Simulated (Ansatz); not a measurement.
# Li3TaO4: properties at the relaxed cell

The task here is to estimate one member of a computed series from the others.

Computed with Ansatz 0.2.0 (DFT PBEsol, scalar-relativistic, plane waves, PAW, unless a step's input says otherwise).

1 further run of the same task is left out (set aside as unsound or not needed).

## The starting structure

Symmetry: I4/mmm, No. 139, tetragonal system. Conventional cell: a = 4.085 Å, b = 4.085 Å, c = 8.506 Å, α = 90.00°, β = 90.00°, γ = 90.00°. Li (site symmetry 4/mmm) is surrounded by 6 O at 2.04 to 2.33 Å. Li (site symmetry -4m2) is surrounded by 6 O at 2.05 to 2.13 Å. Ta (site symmetry 4/mmm) has 6 O at 1.92 to 2.04 Å as nearest neighbours. O (site symmetry mmm) is surrounded by 4 Li at 2.04 to 2.13 Å and 2 Ta at 2.04 Å. O (site symmetry 4mm) is surrounded by 1 Ta at 1.92 Å and 5 Li at 2.05 to 2.33 Å.

Structure file:

```
CELL_PARAMETERS angstrom
-2.04226 2.04226 4.25296
2.04226 -2.04226 4.25296
2.04226 2.04226 -4.25296
ATOMIC_POSITIONS crystal
Li 0.50000 0.50000 0.00000
Li 0.25000 0.75000 0.50000
Li 0.75000 0.25000 0.50000
Ta 0.00000 0.00000 0.00000
O 0.00000 0.50000 0.50000
O 0.77426 0.77426 0.00000
O 0.50000 0.00000 0.50000
O 0.22574 0.22574 0.00000
```

It goes back to an entry of the Materials Project, which need not be the stable form.

It is the result of an earlier relaxation at this level (volume 8.87 Å³/atom; gap on the mesh: 1.57 eV).

Set-up of the first run:

input.yaml

```yaml
crystal:
  lattice:
    - [-2.0216340843, 2.0216340843, 4.2099971736]
    - [2.0216340843, -2.0216340843, 4.2099971736]
    - [2.0216340843, 2.0216340843, -4.2099971736]
  atoms:
    - { symbol: Li, position: [0.5, 0.5, 0.0] }
    - { symbol: Li, position: [0.25, 0.75, 0.5] }
    - { symbol: Li, position: [0.75, 0.25, 0.5] }
    - { symbol: Ta, position: [0.0, 0.0, 0.0] }
    - { symbol: O, position: [0.0, 0.5, 0.5] }
    - { symbol: O, position: [0.7742593287, 0.7742593287, 0.0] }
    - { symbol: O, position: [0.5, 0.0, 0.5] }
    - { symbol: O, position: [0.2257406713, 0.2257406713, 0.0] }
basis:
  ecutwfc: 420
kpoints:
  mp_grid: { grid: [10, 10, 10] }
hamiltonian:
  xc: pbesol
scf:
  occupations: { method: gaussian, width: 0.02 }
output:
  forces: true
  stress: true
  eigenvalues: true
  write_density: true
  write_potential: true
  elf: true
  volumetric_format: npy
relax:
  adjacent_minimum: "off"
  f_tol: 0.01
  max_steps: 30
  cell: { stress_tol: 0.1, fix: [volume] }
```

Run with:

```bash
$ ansatz run input.yaml --threads 2 --pin off --max-ram 5120MiB --backend cpu --events-out ev --progress --plain --runs-dir out
```

Among the steps run: Volume × 0.97; Point at V/V0 = 1.03; The cell scaled to 0.94 of its volume; Point at V/V0 = 1.06.

One table of the session follows, with a row left open; its other results are not shown here.

It belongs to the step «Equation of state». 

```
volume (Å³/atom)  energy above the lowest point (meV/atom)  pressure (GPa)  gap on the mesh (eV)
           8.337                                      11.1            7.40                  1.51
           8.603                                       2.5            3.17                  1.54
           8.869                                       0.0           -0.02                  1.57
           9.135                                         ?               ?                     ?
           9.401                                       7.4           -3.91                  1.59
```

Estimate the missing values for volume (Å³/atom) = 9.135.

Worked estimate for «energy above the lowest point (meV/atom)». A straight line through the neighbours (8.869, 0.0) and (9.401, 7.4) gives 0.0 + (7.4 − 0.0) × (9.135 − 8.869) / (9.401 − 8.869) = 3.7; a parabola fitted to 3 rows on both sides gives 1.6.

The run gave: energy above the lowest point (meV/atom): 2.1; pressure (GPa): -2.35; gap on the mesh (eV): 1.59. In «energy above the lowest point (meV/atom)» the line misses by +1.6 and the parabola by -0.5.
